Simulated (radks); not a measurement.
**Co⁴⁺ in [Ne] 3s1 3p6 3d5 4d1: an all-electron calculation**

One table from this session's results is given with a row withheld; the runs are named, their logs left out.

Program: radks (a radial shooting solver on a logarithmic mesh, Libxc functionals) version 1. Level of theory: Dirac Kohn-Sham, HCTH/407, spin-unpolarised, spherical densities, finite nucleus; open shells are shared between the two j in proportion to 2j + 1. These are calculated values, not measurements, unless marked.

### What is computed

```
element            : cobalt (Z = 27)
charge             : +4
electrons          : 23
configuration      : [Ne] 3s1 3p6 3d5 4d1
nuclear rms radius : 3.7875 fm
```

The outer shells:

Co⁴⁺
```
[Ne] core
3s [↑ ]
3p [↑↓][↑↓][↑↓]
3d [↑ ][↑ ][↑ ][↑ ][↑ ]
4d [↑ ][  ][  ][  ][  ]
```

Set-up of the first run:

Settings of this run:

```text
Z 27
configuration [Ne] 3s1 3p6 3d5 4d1
relativity Dirac
functional hcth_407
spin unpolarised
j_filling average
nucleus finite rms 3.7875 fm
c 137.035999084
```

Run with:

```console
python run_ks.py task.json out
```

The same process makes all the runs of this session.

Steps of the session up to this table: Self-consistent calculation.

One of the session's tables, all rows but one given; the rest of the session is left out.

It belongs to the step «Shells». Radial moments (bohr):

```
level      <r>  outermost maximum (interpolated)  90 % within  nodes
1s1/2  0.05623                            0.0368        0.100      0
2s1/2   0.2550                             0.213        0.395      1
2p1/2   0.2224                             0.170        0.365      0
2p3/2   0.2256                             0.173        0.369      0
3s1/2        ?                                 ?            ?      ?
3p1/2   0.7691                             0.661         1.17      1
3p3/2   0.7770                             0.668         1.18      1
3d3/2   0.8243                             0.622         1.34      0
3d5/2   0.8268                             0.624         1.34      0
4d3/2    2.709                              2.46         3.99      1
4d5/2    2.713                              2.47         3.99      1
```

Estimate the missing values for 3s1/2.

As computed: <r>: 0.7495; outermost maximum (interpolated): 0.661; 90 % within: 1.11; nodes: 2. In the column «<r>» it lies between 2s1/2 (0.2550) and 3p1/2 (0.7691).
